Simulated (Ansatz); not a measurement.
# TaRu: a tetragonal deformation path

One table from this session's results is given with a row withheld; the runs are named, their logs left out.

Computed with Ansatz 0.2.0 (DFT PBEsol, scalar-relativistic, plane waves, PAW, unless a step's input says otherwise).

## The starting structure

The structure is tetragonal, space group P4/mmm (No. 123). Conventional cell: a = 3.053 Å, b = 3.053 Å, c = 3.389 Å, α = 90.00°, β = 90.00°, γ = 90.00°. Ta (site symmetry 4/mmm) is surrounded by 8 Ru at 2.74 Å and 4 Ta at 3.05 Å. Ru (site symmetry 4/mmm) is surrounded by 8 Ta at 2.74 Å and 4 Ru at 3.05 Å.

Structure file:

```
Ta Ru
1.0
     3.05300    0.00000    0.00000
     0.00000    3.05300    0.00000
     0.00000    0.00000    3.38900
Ta Ru
1 1
Cartesian
  1.5265 1.5265 1.6945
  0.0000 0.0000 0.0000
```

The cell is taken as given, not relaxed at this level.

Set-up of the first run:

File input.yaml:

```yaml
crystal:
  lattice:
    - [3.053, 0.0, 0.0]
    - [0.0, 3.053, 0.0]
    - [0.0, 0.0, 3.389]
  atoms:
    - { symbol: Ta, position: [0.5, 0.5, 0.5] }
    - { symbol: Ru, position: [0.0, 0.0, 0.0] }
basis:
  ecutwfc: 420
kpoints:
  mp_grid: { grid: [18, 18, 16] }
hamiltonian:
  xc: pbesol
scf:
  occupations: { method: gaussian, width: 0.15 }
output:
  forces: true
  stress: true
  eigenvalues: true
  write_density: true
  write_potential: true
  elf: true
  volumetric_format: npy
```

Run with:

```console
$ ansatz run input.yaml --threads 1 --pin off --max-ram 2560MiB --backend cpu --events-out ev --progress --plain --runs-dir out
```

Steps of the session up to this table: The undisturbed cell; Point ρ = 0.850; ρ = 1.200; ρ = 0.920; Point ρ = 1.100; Point ρ = 0.960; At ρ = 1.050; Point ρ = 0.800; Point ρ = 1.300.

One of the session's tables, all rows but one given; the rest of the session is left out.

It belongs to the step «The scan collected». The scan, with free energies counted from the undisturbed cell:

```
    ρ  ΔE (meV/atom)  pressure (GPa)
0.800           48.2            -4.6
0.850              ?               ?
0.920           28.9            -5.2
0.960           11.5            -5.3
1.000            0.0            -5.2
1.050            8.5            -4.9
1.100           40.1            -4.8
1.200          129.5            -5.0
1.300          211.1            -5.3
```

Q: Estimate the row for ρ = 0.850 from the others.

Worked estimate for «ΔE (meV/atom)». A straight line through the neighbours (0.800, 48.2) and (0.920, 28.9) gives 48.2 + (28.9 − 48.2) × (0.850 − 0.800) / (0.920 − 0.800) = 40.2; a parabola fitted to 3 rows on both sides gives 46.2.

The run gave: ΔE (meV/atom): 24.6; pressure (GPa): -5.1. In «ΔE (meV/atom)» the line misses by +15.6 and the parabola by +21.6. Between these rows the values bend or scatter more than so simple an estimate can follow.
